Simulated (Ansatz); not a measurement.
# doublet CH3ClF2Si+ at 5 levels

Aim: a comparison of 5 runs (U-r2SCAN/def2-SVP, U-revPBE/def2-SVP, UPBE/def2-SVP, UBCCD(T)/def2-SVP, UCCSD/def2-SVP) of doublet CH3ClF2Si+. 

The calculation is run with Ansatz 0.2.0.

126 further runs of the same task are left out: 126 set aside as unsound or not needed.

**1. The system as given**

The species is CH3ClF2Si+ (8 atoms), meant as a doublet with charge +1. SMILES of the parent species: `C[Si](F)(F)Cl`. The coordinates come from a PBE0-D4/def2-TZVP relaxation. That shape belongs to the parent species and isn't relaxed for this state.

Bond lengths: C1–Si2 1.832 Å, Si2–F3 1.582 Å, Si2–F4 1.582 Å, Si2–Cl5 2.029 Å, C1–H6 1.092 Å, C1–H7 1.092 Å, C1–H8 1.091 Å. Some angles: C1–Si2–F3 111.0°, C1–Si2–F4 111.0°, C1–Si2–Cl5 112.6°, F3–Si2–F4 106.6°, F3–Si2–Cl5 107.7°, F4–Si2–Cl5 107.8°, Si2–C1–H6 110.1°, Si2–C1–H7 110.4°, Si2–C1–H8 110.4°, H6–C1–H7 108.6°.

**2. A single-point energy at U-r2SCAN/def2-SVP (run 1)**

molecule.yaml

```yaml
crystal:
  periodic: [false, false, false]
  atoms:
    - {symbol: C, position_ang: [-0.808500, -0.299000, 0.512200]}
    - {symbol: Si, position_ang: [0.690600, 0.151400, -0.439200]}
    - {symbol: F, position_ang: [1.987000, -0.472300, 0.219100]}
    - {symbol: F, position_ang: [0.616200, -0.415600, -1.914200]}
    - {symbol: Cl, position_ang: [0.963100, 2.158500, -0.560900]}
    - {symbol: H, position_ang: [-0.917100, -1.385400, 0.549800]}
    - {symbol: H, position_ang: [-0.740200, 0.080400, 1.533400]}
    - {symbol: H, position_ang: [-1.698800, 0.124800, 0.044100]}
basis:
  gaussian: {orbitals: def2-SVP}
total_charge: 1
magnetization: {spin_polarized: true, initial_magnetization: 1}
hamiltonian: {xc: {name: r2SCAN}}
accuracy: high
output: {orbitals: {seedname: orbitals}}
```

Launch:

```sh
$ ansatz run molecule.yaml --threads 1 --pin off --max-ram 3480MiB --events-out events.jsonl --progress --plain --runs-dir runs
```

The log of the run:

```text
Warning: RAYON_NUM_THREADS=1 ignored (pool sized by the plan → 1); use --threads N
Functional definition: r2SCAN
  name "r2SCAN"
  parameter k0 = 0.174
  parameter k1 = 0.065
  parameter a1 = 4.9479
  exchange = r2scan_x(k0 = k0, k1 = k1, a1 = a1)
  correlation = r2scan_c
1969 factors; integrals over basis functions are off by at most 2.4e-8 eV
mean field evaluation 1: about -26881.5665 eV, gradient 6.3e1 eV
mean field evaluation 2: about -26830.1940 eV, gradient 1.3e2 eV
mean field evaluation 4: about -26894.8427 eV, gradient 1.9e1 eV
mean field evaluation 8: about -26897.5394 eV, gradient 1.5e0 eV
mean field evaluation 16: about -26897.5568 eV, gradient 7.3e-3 eV
mean field evaluation 32: about -26897.5568 eV, gradient 5.3e-7 eV
mean field evaluation 64: about -26897.5223 eV, gradient 1.3e0 eV
mean field -26897.55681230 eV, -988.4669810333 hartree, gradient 6.6e-8 eV, S^2 0.754663; 8 other end points of the search recorded, 0 dependent functions left out
reference -26897.55681376 eV, -988.4669810868 hartree; 29, 28 occupied and 64, 65 virtual orbitals, 1969 factors
Total energy: -26897.55681376 eV, -988.4669810868 hartree
```

Wall time 55 s (1 thread of Arm Neoverse V2, shared host); peak memory 0.47 GiB.

**3. The energy at U-revPBE/def2-SVP (run 2)**

input.yaml

```yaml
crystal:
  periodic: [false, false, false]
  atoms:
    - {symbol: C, position_ang: [-0.808500, -0.299000, 0.512200]}
    - {symbol: Si, position_ang: [0.690600, 0.151400, -0.439200]}
    - {symbol: F, position_ang: [1.987000, -0.472300, 0.219100]}
    - {symbol: F, position_ang: [0.616200, -0.415600, -1.914200]}
    - {symbol: Cl, position_ang: [0.963100, 2.158500, -0.560900]}
    - {symbol: H, position_ang: [-0.917100, -1.385400, 0.549800]}
    - {symbol: H, position_ang: [-0.740200, 0.080400, 1.533400]}
    - {symbol: H, position_ang: [-1.698800, 0.124800, 0.044100]}
basis:
  gaussian:
    orbitals: def2-SVP
total_charge: 1
accuracy: high
hamiltonian:
  xc: {name: revPBE}
magnetization:
  spin_polarized: true
  initial_magnetization: 1
output:
  orbitals: {seedname: orbitals}
```

Launch:

```sh
$ ansatz run input.yaml --threads 1 --pin off --max-ram 3480MiB --events-out events.jsonl --progress --plain --runs-dir runs
```

The log of the run:

```text
Warning: RAYON_NUM_THREADS=1 ignored (pool sized by the plan → 1); use --threads N
Functional definition: revPBE
  name "revPBE"
  parameter kappa = 1.245
  parameter beta = 0.06672455060314922
  exchange = pbe_x(kappa = kappa, mu = beta*pi^2/3)
  correlation = pbe_c(beta = beta)
1969 factors; integrals over basis functions are off by at most 2.4e-8 eV
mean field evaluation 1: about -26877.5328 eV, gradient 6.7e1 eV
mean field evaluation 2: about -26801.6736 eV, gradient 1.5e2 eV
mean field evaluation 4: about -26892.0312 eV, gradient 2.3e1 eV
mean field evaluation 8: about -26895.7702 eV, gradient 2.2e0 eV
mean field evaluation 16: about -26895.7997 eV, gradient 6.2e-2 eV
mean field evaluation 32: about -26895.7997 eV, gradient 7.5e-8 eV
mean field evaluation 64: about -26895.7889 eV, gradient 1.8e-1 eV
mean field -26895.79970739 eV, -988.4024086187 hartree, gradient 7.5e-8 eV, S^2 0.752056; 8 other end points of the search recorded, 0 dependent functions left out
reference -26895.79971100 eV, -988.4024087516 hartree; 29, 28 occupied and 64, 65 virtual orbitals, 1969 factors
Total energy: -26895.79971100 eV, -988.4024087516 hartree
```

Wall time 26 s (1 thread of Arm Neoverse V2, shared host); peak memory 0.31 GiB.

**4. The energy at UPBE/def2-SVP (run 3)**

run.yaml

```yaml
basis:
  gaussian: {orbitals: def2-SVP}
crystal:
  periodic: [false, false, false]
  atoms:
    - {symbol: C, position_ang: [-0.808500, -0.299000, 0.512200]}
    - {symbol: Si, position_ang: [0.690600, 0.151400, -0.439200]}
    - {symbol: F, position_ang: [1.987000, -0.472300, 0.219100]}
    - {symbol: F, position_ang: [0.616200, -0.415600, -1.914200]}
    - {symbol: Cl, position_ang: [0.963100, 2.158500, -0.560900]}
    - {symbol: H, position_ang: [-0.917100, -1.385400, 0.549800]}
    - {symbol: H, position_ang: [-0.740200, 0.080400, 1.533400]}
    - {symbol: H, position_ang: [-1.698800, 0.124800, 0.044100]}
total_charge: 1
magnetization: {spin_polarized: true, initial_magnetization: 1}
hamiltonian: {xc: pbe}
accuracy: high
output: {orbitals: {seedname: orbitals}}
```

Launch:

```sh
$ ansatz run run.yaml --threads 1 --pin off --max-ram 3480MiB --events-out events.jsonl --progress --plain --runs-dir runs
```

The log of the run:

```text
Warning: RAYON_NUM_THREADS=1 ignored (pool sized by the plan → 1); use --threads N
Functional definition: PBE
  name "PBE"
  parameter kappa = 0.804
  parameter beta = 0.06672455060314922
  exchange = pbe_x(kappa = kappa, mu = beta*pi^2/3)
  correlation = pbe_c(beta = beta)
1969 factors; integrals over basis functions are off by at most 2.4e-8 eV
mean field evaluation 1: about -26867.4319 eV, gradient 6.8e1 eV
mean field evaluation 2: about -26789.3463 eV, gradient 1.5e2 eV
mean field evaluation 4: about -26882.3196 eV, gradient 2.3e1 eV
mean field evaluation 8: about -26886.1576 eV, gradient 2.3e0 eV
mean field evaluation 16: about -26886.1948 eV, gradient 6.4e-2 eV
mean field evaluation 32: about -26886.1949 eV, gradient 3.8e-7 eV
mean field evaluation 64: about -26885.8010 eV, gradient 6.0e-1 eV
mean field evaluation 96: about -26885.6078 eV, gradient 1.9e0 eV
mean field -26886.19486179 eV, -988.0494370533 hartree, gradient 5.4e-8 eV, S^2 0.751907; 10 other end points of the search recorded, 0 dependent functions left out
reference -26886.19486470 eV, -988.0494371602 hartree; 29, 28 occupied and 64, 65 virtual orbitals, 1969 factors
Total energy: -26886.19486470 eV, -988.0494371602 hartree
```

Run time: 29 s. Hardware: 1 thread of Arm Neoverse V2, shared host; peak memory 0.31 GiB.

Run 4 isn't shown in full; the table further down has it.

**5. A single-point energy at UCCSD/def2-SVP (run 5)**

Changes to input.yaml since step 3:

```diff
@@ -15,5 +15,2 @@
 total_charge: 1
-accuracy: high
-hamiltonian:
-  xc: {name: revPBE}
 magnetization:
@@ -21,3 +18,7 @@
   initial_magnetization: 1
-output:
-  orbitals: {seedname: orbitals}
+correlation:
+  method: ccsd
+  frozen_orbitals: {C: 1, Cl: 5, F: 1, H: 0, Si: 5}
+accuracy: high
+scf:
+  omitted_lower_state_checks: [cluster_reference, increment]
```

Launch:

```sh
$ ansatz run input.yaml --threads 1 --pin off --max-ram 3480MiB --events-out events.jsonl --progress --plain --runs-dir runs
```

The log of the run:

```text
Warning: RAYON_NUM_THREADS=1 ignored (pool sized by the plan → 1); use --threads N
[... 15 lines left out ...]
13 core orbitals not correlated: weight in the atoms' cores, before any rotation towards them, 1.000 or more for the frozen orbitals, at most 0.000 for the correlated occupied ones
[... 40 lines left out ...]
Total energy: -26858.32540079 eV, -987.0252532522 hartree
Checks for a lower state left out: cluster_reference, increment
```

It took 1.9 min on 1 thread of Arm Neoverse V2, shared host; peak memory 1.1 GiB.

**6. Overview of the runs**

```
run              level  frozen core orbitals  energy (Eh)  HOMO energy (eV)  LUMO energy (eV)   ⟨S²⟩  wall time
  1  U-r2SCAN/def2-SVP                     –  -988.466981            -15.41            -14.96  0.755       55 s
  2  U-revPBE/def2-SVP                     –  -988.402409            -14.86            -14.74  0.752       26 s
  3      UPBE/def2-SVP                     –  -988.049437            -14.89            -14.80  0.752       29 s
  4  UBCCD(T)/def2-SVP                    13  -987.042004                 –                 –  0.758    2.8 min
  5     UCCSD/def2-SVP                    13  -987.025253                 –                 –  0.758    1.9 min
```

**7. What came out**

| quantity | value |
| --- | --- |
| run 5: total energy | -987.02525 Eh |
| run 5: correlation energy (13 core orbitals frozen) | -755.5 mEh |
| run 5: ⟨S²⟩ of the reference determinant | 0.758 |
| run 5: T1 diagnostic | 0.037 |

In words: Totals of different functionals can't be ranked against each other. All runs together took 6.5 min, the longest 2.8 min.
